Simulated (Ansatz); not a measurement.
# H4OS3Zr: basis-set convergence

An exercise on one series of results from a longer session: the logs are not shown, and one member is left open.

Computed with Ansatz 0.2.0, Gaussian basis. Level: one geometry, several basis sets.

Plan: PBE0-D4/def2-SVP; ωB97M-V/def2-SVP; PBE0-D4/def2-QZVPP; ωB97M-V/def2-QZVPP; the functionals' def2-TZVPP values are taken from earlier runs.

## The geometry

The geometry comes from an earlier relaxation with PBE0-D4 in a triple-zeta def2 set; it is a stationary point, not always the lowest conformer. Zr takes the def2 core potential; no spin-orbit term is included.

SMILES `[OH][Zr]([SH])([SH])[SH]`, 9 atoms, charge 0, spin multiplicity 1.

Atoms are counted from 1 here; the program's logs count them from 0.

Bond lengths: O1–Zr2 1.894 Å, O1–H6 0.954 Å, Zr2–S3 2.438 Å, Zr2–S4 2.435 Å, Zr2–S5 2.445 Å, S3–H7 1.349 Å, S4–H8 1.348 Å, S5–H9 1.348 Å. Angles: Zr2–O1–H6 165.5°, O1–Zr2–S3 114.0°, O1–Zr2–S4 109.0°, O1–Zr2–S5 110.4°, S3–Zr2–S4 106.3°, S3–Zr2–S5 105.8°, S4–Zr2–S5 111.2°, Zr2–S3–H7 90.6°, Zr2–S4–H8 89.8°, Zr2–S5–H9 91.5°.

Coordinates:

```xyz
9

O    -1.21919    0.44250   -1.39963
Zr   -0.16777   -0.07403    0.08862
S    -0.48750    1.32269    2.06121
S    -0.78027   -2.33735    0.74641
S     2.21186    0.07564   -0.45426
H    -1.82886    0.87086   -1.99568
H    -0.12431    2.41798    1.36242
H     0.42375   -2.48592    1.33517
H     1.97228   -0.23236   -1.74425
```

Set-up of the first run:

The input, in.yaml:

```yaml
crystal:
  periodic: [false, false, false]
  atoms:
    - {symbol: O, position_ang: [-1.219188, 0.442500, -1.399631]}
    - {symbol: Zr, position_ang: [-0.167767, -0.074031, 0.088619]}
    - {symbol: S, position_ang: [-0.487495, 1.322689, 2.061210]}
    - {symbol: S, position_ang: [-0.780274, -2.337349, 0.746406]}
    - {symbol: S, position_ang: [2.211863, 0.075636, -0.454256]}
    - {symbol: H, position_ang: [-1.828857, 0.870856, -1.995685]}
    - {symbol: H, position_ang: [-0.124311, 2.417976, 1.362421]}
    - {symbol: H, position_ang: [0.423747, -2.485920, 1.335166]}
    - {symbol: H, position_ang: [1.972282, -0.232359, -1.744250]}
basis:
  gaussian: {orbitals: def2-SVP}
hamiltonian: {xc: pbe0, dispersion: d4}
output: {orbitals: {seedname: orbitals}}
```

Started as:

```
$ ansatz run in.yaml --threads 4 --pin off --events-out ev --progress --plain --max-ram 10444MiB
```

Among the steps run: PBE0-D4 in def2-SVP; ωB97M-V in def2-SVP; PBE0-D4 in def2-QZVPP; ωB97M-V in def2-QZVPP.

One of the session's tables, all rows but one given; the rest of the session is left out.

It belongs to the step «Density functionals: the series». 

```
functional       basis  HOMO (eV)  LUMO (eV)
   PBE0-D4    def2-SVP          ?          ?
   PBE0-D4  def2-TZVPP      -7.52      -1.89
   PBE0-D4  def2-QZVPP      -7.54      -1.92
   ωB97M-V    def2-SVP      -9.53       0.28
   ωB97M-V  def2-TZVPP      -9.64       0.13
   ωB97M-V  def2-QZVPP      -9.66       0.09
```

**Question.** Estimate the row for PBE0-D4, def2-SVP.

**Answer.** HOMO (eV): -7.46; LUMO (eV): -1.80. In the column «HOMO (eV)» it is the highest.
